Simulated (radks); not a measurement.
# Exchange and kinetic functionals tested on atomic densities: N, Li⁺, P¹¹⁺, Ca²⁺, Ge³⁺, Ag

An exercise on one series of results from a longer session: the logs are not shown, and one member is left open.

The numbers are computed with radks (a radial shooting solver on a logarithmic mesh, Libxc functionals) version 1 (non-relativistic Kohn-Sham, exchange-only B88, spin-polarised, spherical densities, point nucleus; open shells are filled with parallel spins first), except any that are marked as measured or tabulated.

## The atom as given

* species: N ([He] 2s2 2p3), Li⁺ ([He]), P¹¹⁺ ([He] 2s2), Ca²⁺ ([Ar]), Ge³⁺ ([Ar] 3d10 4s1), Ag ([Kr] 4d10 5s1)

The first run:

Settings of this run:

```text
Z 7
configuration [He] 2s2 2p3
relativity non-relativistic
functional b88,
spin polarised
nucleus point
```

Among the steps run: N, [He] 2s2 2p3.

One of the session's tables, all rows but one given; the rest of the session is left out.

It belongs to the step «N, [He] 2s2 2p3». Sizes of the orbitals, from the radial functions (bohr):

```
  level     <r>  outermost maximum (interpolated)  90 % within
  1s up  0.2304                             0.148        0.413
1s down  0.2293                             0.148        0.411
  2s up   1.306                              1.01         2.09
2s down   1.386                              1.03         2.26
  2p up       ?                                 ?            ?
2p down   1.798                              1.03         3.31
```

**Question.** Estimate the row for 2p up.

**Answer.** <r>: 1.438; outermost maximum (interpolated): 0.954; 90 % within: 2.50. In the column «<r>» it lies between 2s down (1.386) and 2p down (1.798).
